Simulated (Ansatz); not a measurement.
# ClGeH4Si, SMILES Cl[SiH][GeH3]: a ladder of basis sets

Program: Ansatz's Python interface.

Interactive session:
```pycon
>>> import ansatz as az
>>> geometry_ang = [
...     ("Cl", [-2.6065, -0.5334, -0.5129]),
...     ("Si", [-0.862, -1.041, 0.3978]),
...     ("Ge", [0.6607, 0.6573, 0.1123]),
...     ("H", [-0.2737, -2.2611, -0.2212]),
...     ("H", [0.9369, 0.8849, -1.4043]),
...     ("H", [0.1535, 1.9726, 0.7716]),
...     ("H", [2.0524, 0.2528, 0.8111]),
... ]
>>> geometry = az.Crystal.molecule()
>>> for symbol, xyz in geometry_ang:
...     geometry = geometry.atom(symbol, xyz)
...
>>> base = (
...     geometry.calculation()
...     .functional("HF")
...     .spin("collinear", total=1)
... )
>>> energies = {}
>>> for basis in ["cc-pVDZ", "cc-pVTZ"]:
...     rep = base.basis(gaussian=basis).run(threads=1).report
...     size = rep["n_frozen"] + rep["n_occupied"][0] + rep["n_virtual"][0]
...     energies[basis] = (rep["reference_energy_ev"] / 27.211386246, rep["free_energy_ev"] / 27.211386246)
...     print(f"{basis:14s} {size:4d} orbitals  reference {energies[basis][0]:14.6f} Ha  total {energies[basis][1]:14.6f} Ha")
...
cc-pVDZ          83 orbitals  reference   -2826.100441 Ha  total   -2826.100441 Ha
cc-pVTZ         167 orbitals  reference   -2826.206874 Ha  total   -2826.206874 Ha
>>> last = energies["cc-pVTZ"][1]
>>> for basis, (_, total) in energies.items():
...     print(f"{basis:14s} lies {27.211386 * (total - last):9.4f} eV above cc-pVTZ")
...
cc-pVDZ        lies    2.8962 eV above cc-pVTZ
cc-pVTZ        lies    0.0000 eV above cc-pVTZ
```

Against cc-pVDZ: cc-pVTZ -106.4 mHa. The last step alone is -106.43 mHa. From the first set to the last the time grows from 2.7 to 9.6 s.

Reading the output:
- The drop along the ladder measures the basis error, and is no property of the molecule.
- The geometry is a force-field or estimated start, not a minimum of this method, and the last set is no limit. Much of the fall in a total is atomic energy, which cancels in bond and reaction energies.
- The run takes the species as open-shell (spin multiplicity 2), which needn't be its ground state.
- For Al to Cl the sets with a tight d function, cc-pV(X+d)Z, are usual.
- Timing: 13 s on 1 thread of Arm Neoverse V1 (shared host), peak memory 0.57 GiB.
